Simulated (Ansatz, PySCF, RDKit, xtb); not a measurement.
**GaPH2F: a search for the lowest isomer**

Given the formula GaPH2F (odd number of electrons) and nothing else, which arrangement of the atoms is the most stable in the gas at 298.15 K, and what are its properties?

Plan: many cheap relaxations first (GFN2-xTB), then density-functional screening, relaxation at B3LYP/6-31G*, vibrations and a final energy. The numbers are computed, not measured.

6 further runs of the same task are left out: 1 that didn't finish, 5 set aside as unsound or not needed.

**1. Possible bonding patterns**

A program enumerates the bonding patterns with one Lewis structure each (two rings at most, one unusual centre or charged pair), with their diastereomers. O–O, O–halogen and N–halogen bonds and N–N–N chains are not drawn. That gives 5 candidates.

```csv
label,SMILES,spin
c042,[F][GaH][PH],doublet
c235,F[P@H][GaH],doublet
c342,[F][Ga][PH2],doublet
c876,F[P][GaH2],doublet
c898,F[P@H2][Ga],doublet
```

Candidates are built by distance geometry, with a force field where one applies, in up to four conformers (letters a to d). 10 starts with atoms placed at random are added, to find patterns that the rules miss.

**Question.** With final energies at CCSD(T)/def2-SVP + MP2/def2-TZVPP - MP2/def2-SVP, which structure will this search put lowest in free energy, and by what margin?

| quantity | value |
| --- | --- |
| lowest structure found | [F][Ga][PH2], doublet, C1 |
| next finalist | [F][GaH][PH], doublet, 6.1 kcal/mol higher in G |
| share at equilibrium, among the finalists | 100.0 % |
| harmonic wavenumbers, lowest and highest (B3LYP/6-31G*) | 95 and 2404 cm⁻¹ |
| rotational constants, same geometry | 0.4623, 0.09046, 0.07697 cm⁻¹ |
| dipole moment (PBE0/def2-TZVPD) | 2.58 D |
| HOMO energy (highest over α and β) (PBE0/def2-TZVPD) | -6.27 eV |
| LUMO energy (lowest over α and β) (PBE0/def2-TZVPD) | -3.46 eV |
| lowest excitation (TD-CAM-B3LYP/def2-SVPD) | 3.07 eV (f = 0.022) |
| strongest of the states computed, same level | 3.35 eV (f = 0.070) |
| vertical ionisation energy (to the singlet cation) | 8.34 eV |
| vertical electron affinity | 1.72 eV |
| vertical quartet less doublet | +4.58 eV |

The lowest structure found is `[F][Ga][PH2]`. Among the finalists first place is clear (6.1 kcal/mol); structures outside the list aren't covered. GFN2-xTB, HF/STO-3G, r2SCAN-D4/def2-SVP, B3LYP/6-31G*, HF/def2-SVP and MP2/def2-SVP already put its bonding pattern lowest among the structures in one piece. The stability test raises a flag; for an open shell a flag towards a general spinor solution can be the free rotation of the spin. Lowest found is not proven lowest: the search is finite, and each finalist counts with one conformer.
